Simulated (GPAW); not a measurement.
Runs of GPAW 26.7.0 on Ir3Rh. It takes space group Pm-3m (No. 221, cubic). The conventional cell has a = 3.840 Å, b = 3.840 Å, c = 3.840 Å, α = 90.00°, β = 90.00°, γ = 90.00°. Ir (site symmetry 4/mmm) has 8 Ir at 2.72 Å and 4 Rh at 2.72 Å as nearest neighbours. Rh (site symmetry m-3m) is surrounded by 12 Ir at 2.72 Å. The cell comes from a database or a generator and needn't be the stable form of this composition.

```tsv
task	level	potentials or basis	spin	band path	band points	spin axis theta (degrees)	spin axis phi (degrees)	soc after scf	pressure (GPa)	V0 of scaled cells (Å³/atom)	B0 (GPa)
band structure	PBEsol	PAW data sets generated in the run's folder for this functional, pw	SOC, no magnetisation	GXMGRX,MR	100	90	45	second variation	-6.3	-	-
equation of state	PBEsol	PAW data sets generated in the run's folder for this functional, pw	off	-	-	-	-	-	-	13.91	(b)
equation of state	LDA	the program's PAW data sets (release 1.2.1) made for this functional, pw	off	-	-	-	-	-	-	(a)	381
band structure	LDA	the program's PAW data sets (release 1.2.1) made for this functional, pw	off	GXMGRX,MR	60	-	-	-	-13.0	-	-
band structure	PBEsol	PAW data sets generated in the run's folder for this functional, pw	off	GXMGRX,MR	60	-	-	-	-6.3	-	-
band structure	PBEsol	PAW data sets generated in the run's folder for this functional, pw	off	GXMGRX,MR	100	-	-	-	-6.3	-	-
```

Alike in all rows: cell as given; k mesh 7 × 7 × 7; cutoff (eV) 600; smearing fermi-dirac 0.05 eV.

**Question.** Fill in the values left out.

**Answer.** (a) 13.64; (b) 362.

Caveats: spin-orbit coupling was added after a scalar SCF, so levels and gaps hold it while energy, forces, pressure and moments don't (some runs).
